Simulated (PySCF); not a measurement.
# C3H9NSi: the cost of one run

The runs use PySCF 2.14.0, with density-fitted response routines of our own; the level of theory stands in each step. All values are computed, except where a source is named. Atoms count from 0, in the outputs and in this text.

## (1) The molecule as given

14 atoms, charge 0, multiplicity 1; geometry from: GFN2-xTB. The atoms were then displaced at random by about 0.01 Å, so the start is not that level's minimum.

Bonds of the start (Å): C0–C1 1.35, C1–C2 1.50, C2–Si3 1.86, Si3–N4 1.73, C0–H5 1.04, C0–H6 1.08, C1–H7 1.09, C2–H8 1.08, C2–H9 1.07, Si3–H10 1.48, Si3–H11 1.47, N4–H12 1.03, N4–H13 1.02.

## (2) Geometry optimisation at PBE0-D3(BJ)/def2-SVP

The job: settings as JSON, then the geometry in Å.

```
{"job": {"xc": "PBE0", "basis": "def2-SVP", "d3": "d3bj", "grid": 1, "shake": 0.01, "kind": "geom"}, "charge": 0, "multiplicity": 1}
C      2.191120    -0.059880     0.894820
C      1.184730     0.540330     0.217260
C      0.445030    -0.066480    -0.932190
Si    -1.221860    -0.709700    -0.409290
N     -2.140880     0.655030     0.133230
H      2.532110    -1.007880     0.620540
H      2.663770     0.440940     1.726660
H      0.865940     1.536390     0.507800
H      1.042900    -0.884830    -1.314730
H      0.333030     0.674050    -1.702440
H     -1.079070    -1.793270     0.588140
H     -1.988700    -1.209320    -1.560330
H     -3.129370     0.553140     0.403790
H     -1.705920     1.316400     0.774160
```

The run is started by

```console
OMP_NUM_THREADS=1 python probes_run.py task.json out
```

This one command runs all jobs of the session in turn.

**Question.** How long does this first job take on 1 thread of Arm Neoverse N1, shared host, and how much memory does it need?

About 92 s, with a peak of 0.52 GiB.
